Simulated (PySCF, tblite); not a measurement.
**C₃H₆F₂OSi: geometry, infrared bands and NMR shifts**

What infrared bands and NMR shifts should C₃H₆F₂OSi (`F/C=C/O[SiH2]CF`) show?

Computed with tblite 0.8.0 and PySCF 2.14.0, with density-fitted response routines of our own, on a single molecule in the gas phase. Atoms are numbered from 0 throughout.

## 1. The starting structure

13 atoms, charge 0, multiplicity 1; geometry from: force field or distance geometry start.

Bonds of the start (Å): F0–C1 1.36, C1–C2 1.33, C2–O3 1.38, O3–Si4 1.68, Si4–C5 1.85, C5–F6 1.36, C1–H7 1.07, C2–H8 1.08, Si4–H9 1.48, Si4–H10 1.48, C5–H11 1.09, C5–H12 1.09.

## 2. Relaxing the molecule with GFN2-xTB

What the job is given:

```
{"job": {"kind": "relax", "xc": "GFN2-xTB", "basis": "xTB"}, "charge": 0, "multiplicity": 1}
F      3.919700     0.941000    -0.046800
C      2.696800     0.567000    -0.503900
C      1.674500     0.423800     0.332900
O      0.429300     0.046800    -0.128200
Si    -0.847700    -0.120600     0.954200
C     -2.416300    -0.651600     0.121000
F     -3.406300    -0.756300     1.045300
H      2.712300     0.399000    -1.556300
H      1.770600     0.618300     1.391200
H     -0.449400    -1.097500     1.998600
H     -1.034400     1.187400     1.629600
H     -2.743600     0.067600    -0.627600
H     -2.309700    -1.624500    -0.349800
```

Command:

```console
$ OMP_NUM_THREADS=1 python probes_run.py task.json out
```

This one command runs all jobs of the session in turn.

**Question.** This job is followed by: GFN2-xTB harmonic vibrations, gas phase; GIAO PBE0/pcSseg-1 NMR shielding, non-relativistic, gas phase. Predict these results of the whole session: strongest single infrared mode (GFN2-xTB); zero-point energy (GFN2-xTB); ¹³C shifts against TMS (PBE0/pcSseg-1); ¹H shifts against TMS (PBE0/pcSseg-1, means over atoms taken as alike); ¹⁹F shifts against CFCl3 (PBE0/pcSseg-1); ¹⁷O shifts against H2O (PBE0/pcSseg-1); ²⁹Si shifts against TMS (PBE0/pcSseg-1); surface potential, 1st and 99th percentile.

The runs gave:

| quantity | value |
| --- | --- |
| strongest single infrared mode (GFN2-xTB) | 1225 cm⁻¹, 545 km/mol |
| zero-point energy (GFN2-xTB) | 52.2 kcal/mol |
| ¹³C shifts against TMS (PBE0/pcSseg-1) | 154.1, 137.9, 76.6 ppm |
| ¹H shifts against TMS (PBE0/pcSseg-1, means over atoms taken as alike) | 7.31, 7.02, 5.10, 5.10 ppm |
| ¹⁹F shifts against CFCl3 (PBE0/pcSseg-1) | -186.4, -317.1 ppm |
| ¹⁷O shifts against H2O (PBE0/pcSseg-1) | 51.4 ppm |
| ²⁹Si shifts against TMS (PBE0/pcSseg-1) | -24.2 ppm |
| surface potential, 1st and 99th percentile | -0.98 V and 1.62 V |

The optimisation took 39 steps and gained 0.209 eV; among the close pairs (by a distance rule), Si4–C5 changed most, from 1.854 to 1.908 Å. All 33 modes are real, so the xTB geometry is a minimum. The strongest single mode, at 1225 cm⁻¹, moves mainly O3, C2 and H7. GFN2-xTB is a fitted tight-binding method: band positions and strengths are rough. Its intensities can rank the bands wrongly. H7 (hydrogen on a β carbon of an enol-ether or enamine type C=C) lies farthest downfield among hydrogen, at 7.31 ppm; olefinic region. At PBE0/pcSseg-1: Shielding is most anisotropic at C2 (span 149 ppm, paramagnetic term -201 ppm).
